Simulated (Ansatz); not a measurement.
# B2H3Br: basis-set convergence

Aim: see how fast density functionals converge with the basis set for B2H3Br.

Program: Ansatz 0.2.0, Gaussian basis. Level of theory: one geometry, several basis sets. These are calculated values, not measurements.

Plan: PBE0-D4/def2-SVP; ωB97M-V/def2-SVP; PBE0-D4/def2-QZVPP; ωB97M-V/def2-QZVPP; the functionals' def2-TZVPP values are taken from earlier runs.

## (1) The geometry

An earlier PBE0-D4 in a triple-zeta def2 set relaxation fixed the geometry.

6 atoms, charge 0, spin multiplicity 1.

Atoms are counted from 1 here; the program's logs count them from 0.

Bond lengths: B1–B2 1.645 Å, B1–H4 1.198 Å, B1–H5 1.198 Å, B2–Br3 1.919 Å, B2–H6 1.192 Å. Angles: B2–B1–H4 121.5°, B2–B1–H5 121.5°, H4–B1–H5 117.0°, B1–B2–Br3 112.6°, B1–B2–H6 131.3°, Br3–B2–H6 116.1°.

## (2) PBE0-D4 in def2-SVP

in.yaml reads:

```yaml
crystal:
  periodic: [false, false, false]
  atoms:
    - {symbol: B, position_ang: [-0.230910, 0.013016, -0.856388]}
    - {symbol: B, position_ang: [0.450480, -0.170063, 0.629577]}
    - {symbol: Br, position_ang: [-0.626529, 0.577187, 2.031034]}
    - {symbol: H, position_ang: [-0.033704, 0.991671, -1.518718]}
    - {symbol: H, position_ang: [-0.991889, -0.799072, -1.299978]}
    - {symbol: H, position_ang: [1.474651, -0.676738, 0.968272]}
basis:
  gaussian: {orbitals: def2-SVP}
hamiltonian: {xc: pbe0, dispersion: d4}
output: {orbitals: {seedname: orbitals}}
```

Started as:

```
ansatz run in.yaml --threads 2 --pin off --events-out ev --progress --plain --max-ram 4352MiB
```

Log:

```text
Functional definition: PBE0
  name "PBE0"
  cite "Adamo & Barone, J. Chem. Phys. 110, 6158 (1999) doi:10.1063/1.478522"
  cite "Perdew, Burke & Ernzerhof, Phys. Rev. Lett. 77, 3865 (1996) doi:10.1103/PhysRevLett.77.3865"
  parent pbe
  parameter a = 0.25
  parameter kappa = 0.804
  parameter beta = 0.06672455060314922
  exchange = (1 - a)*pbe_x(kappa = kappa, mu = beta*pi^2/3) + a*exact_x
  correlation = pbe_c(beta = beta)
748 factors; integrals over basis functions are off by at most 9.3e-4 eV
mean field evaluation 1: about -71425.9648 eV, gradient 1.9e1 eV
mean field evaluation 2: about -71425.9235 eV, gradient 2.1e1 eV
mean field evaluation 4: about -71427.4020 eV, gradient 7.3e-1 eV
mean field evaluation 8: about -71427.4503 eV, gradient 7.2e-2 eV
mean field -71427.45026874 eV, -2624.9103821115 hartree, gradient 6.6e-5 eV, S^2 0.000000; 0 other end points of the search recorded, 0 dependent functions left out
reference -71427.45029235 eV, -2624.9103829791 hartree; 24, 24 occupied and 51, 51 virtual orbitals, 748 factors
Total energy: -71427.52976910 eV, -2624.9133036959 hartree
```

Wall time 0.95 s (2 threads of Arm Neoverse V1, shared host).

## (3) ωB97M-V in def2-SVP

Edit in.yaml of step 2 so:

```diff
@@ -11,3 +11,3 @@
   gaussian: {orbitals: def2-SVP}
-hamiltonian: {xc: pbe0, dispersion: d4}
+hamiltonian: {xc: {name: wB97M-V}}
 output: {orbitals: {seedname: orbitals}}
```

Launched as before.

Log, shortened:

```text
Functional definition: wB97M-V
  name "wB97M-V"
  cite "Mardirossian & Head-Gordon, J. Chem. Phys. 144, 214110 (2016) doi:10.1063/1.4952647"
  cite "Becke, J. Chem. Phys. 107, 8554 (1997) doi:10.1063/1.475007"
  cite "Vydrov & Van Voorhis, J. Chem. Phys. 133, 244103 (2010) doi:10.1063/1.3521275"
  # Of w^i u^j: cxij and so on, Table III.
[...]
  gx(w, u) = 1 - cx + cx01*u + cx10*w
  gss(w, u) = css00 + css04*u^4 + css10*w + css20*w^2 + css43*w^4*u^3
  gos(w, u) = cos00 + cos10*w + (cos20 + cos21*u)*w^2 + (cos60 + cos61*u)*w^6
[...]
      + integral(e_c_pw_mod_opposite_spin*gos(b97_w_opposite, b97_u_opposite)) + vv10(b, c)
748 factors; integrals over basis functions are off by at most 9.3e-4 eV
203 factors; integrals over basis functions are off by at most 1.2e-5 eV
[...]
mean field -71432.68542227 eV, -2625.1027704551 hartree, gradient 7.4e-5 eV, S^2 0.000000; 0 other end points of the search recorded, 0 dependent functions left out
reference -71432.68545799 eV, -2625.1027717678 hartree; 24, 24 occupied and 51, 51 virtual orbitals, 748 factors
Total energy: -71432.68545799 eV, -2625.1027717678 hartree
```

Run time: 4.1 s. Hardware: 2 threads of Arm Neoverse V1, shared host.

## (4) PBE0-D4 in def2-QZVPP

Edit in.yaml of step 3 so:

```diff
@@ -10,4 +10,4 @@
 basis:
-  gaussian: {orbitals: def2-SVP}
-hamiltonian: {xc: {name: wB97M-V}}
+  gaussian: {orbitals: "def2-QZVPP.json"}
+hamiltonian: {xc: pbe0, dispersion: d4}
 output: {orbitals: {seedname: orbitals}}
```

Launched as before.

Log:

```text
Functional definition: PBE0
  name "PBE0"
  cite "Adamo & Barone, J. Chem. Phys. 110, 6158 (1999) doi:10.1063/1.478522"
  cite "Perdew, Burke & Ernzerhof, Phys. Rev. Lett. 77, 3865 (1996) doi:10.1103/PhysRevLett.77.3865"
  parent pbe
  parameter a = 0.25
  parameter kappa = 0.804
  parameter beta = 0.06672455060314922
  exchange = (1 - a)*pbe_x(kappa = kappa, mu = beta*pi^2/3) + a*exact_x
  correlation = pbe_c(beta = beta)
1135 factors; their error is unknown
mean field evaluation 1: about -71435.8136 eV, gradient 3.1e1 eV
mean field evaluation 2: about -71435.1553 eV, gradient 3.7e1 eV
mean field evaluation 4: about -71438.7869 eV, gradient 1.4e0 eV
mean field evaluation 8: about -71438.9687 eV, gradient 3.0e-1 eV
mean field evaluation 16: about -71438.9687 eV, gradient 2.7e-5 eV
mean field -71438.96873620 eV, -2625.3336779832 hartree, gradient 2.7e-5 eV, S^2 0.000000; 0 other end points of the search recorded, 0 dependent functions left out
reference -71438.96876922 eV, -2625.3336791965 hartree; 24, 24 occupied and 269, 269 virtual orbitals, 1135 factors
Total energy: -71439.04824597 eV, -2625.3365999133 hartree
```

Wall time 4.8 s (2 threads of Arm Neoverse V1, shared host); peak memory 0.65 GiB.

## (5) ωB97M-V in def2-QZVPP

Edit in.yaml of step 4 so:

```diff
@@ -11,3 +11,3 @@
   gaussian: {orbitals: "def2-QZVPP.json"}
-hamiltonian: {xc: pbe0, dispersion: d4}
+hamiltonian: {xc: {name: wB97M-V}}
 output: {orbitals: {seedname: orbitals}}
```

Launched as before.

Log, shortened:

```text
Functional definition: wB97M-V
  name "wB97M-V"
  cite "Mardirossian & Head-Gordon, J. Chem. Phys. 144, 214110 (2016) doi:10.1063/1.4952647"
  cite "Becke, J. Chem. Phys. 107, 8554 (1997) doi:10.1063/1.475007"
  cite "Vydrov & Van Voorhis, J. Chem. Phys. 133, 244103 (2010) doi:10.1063/1.3521275"
  # Of w^i u^j: cxij and so on, Table III.
[...]
  gx(w, u) = 1 - cx + cx01*u + cx10*w
  gss(w, u) = css00 + css04*u^4 + css10*w + css20*w^2 + css43*w^4*u^3
  gos(w, u) = cos00 + cos10*w + (cos20 + cos21*u)*w^2 + (cos60 + cos61*u)*w^6
[...]
      + integral(e_c_pw_mod_opposite_spin*gos(b97_w_opposite, b97_u_opposite)) + vv10(b, c)
1104 factors; their error is unknown
254 factors; integrals over basis functions are off by at most 1.7e-5 eV
[...]
mean field -71444.24472801 eV, -2625.5275671059 hartree, gradient 3.5e-5 eV, S^2 0.000000; 0 other end points of the search recorded, 0 dependent functions left out
reference -71444.24478341 eV, -2625.5275691419 hartree; 24, 24 occupied and 269, 269 virtual orbitals, 1104 factors
Total energy: -71444.24478341 eV, -2625.5275691419 hartree
```

Wall time 14 s (2 threads of Arm Neoverse V1, shared host); peak memory 0.79 GiB.

## (6) Density functionals: the series

The def2-TZVPP values come from earlier runs at the same geometry.

```
functional       basis  functions  energy (eV)  from the largest (eV)  HOMO (eV)  LUMO (eV)
   PBE0-D4    def2-SVP         75  -71427.5298                 11.518      -7.84      -1.97
   PBE0-D4  def2-TZVPP        152  -71437.5293                  1.519      -7.93      -2.07
   PBE0-D4  def2-QZVPP        293  -71439.0482                  0.000      -7.94      -2.09
   ωB97M-V    def2-SVP         75  -71432.6855                 11.559     -10.02       0.10
   ωB97M-V  def2-TZVPP        152  -71442.7844                  1.460     -10.14      -0.12
   ωB97M-V  def2-QZVPP        293  -71444.2448                  0.000     -10.15      -0.19
```

## (7) Summary of results

```
                                       quantity           value
PBE0-D4: double and triple zeta above quadruple  11.52, 1.52 eV
ωB97M-V: double and triple zeta above quadruple  11.56, 1.46 eV
```

What this shows: For PBE0-D4 the step from double to triple zeta gains 10.00 eV and the next only 1.52 eV. These are total energies; as a rule much of such shifts cancels in differences, which this series doesn't test.

For PBE0-D4 the largest set took about 5 times as long as the smallest (4.8 s against 0.95 s).
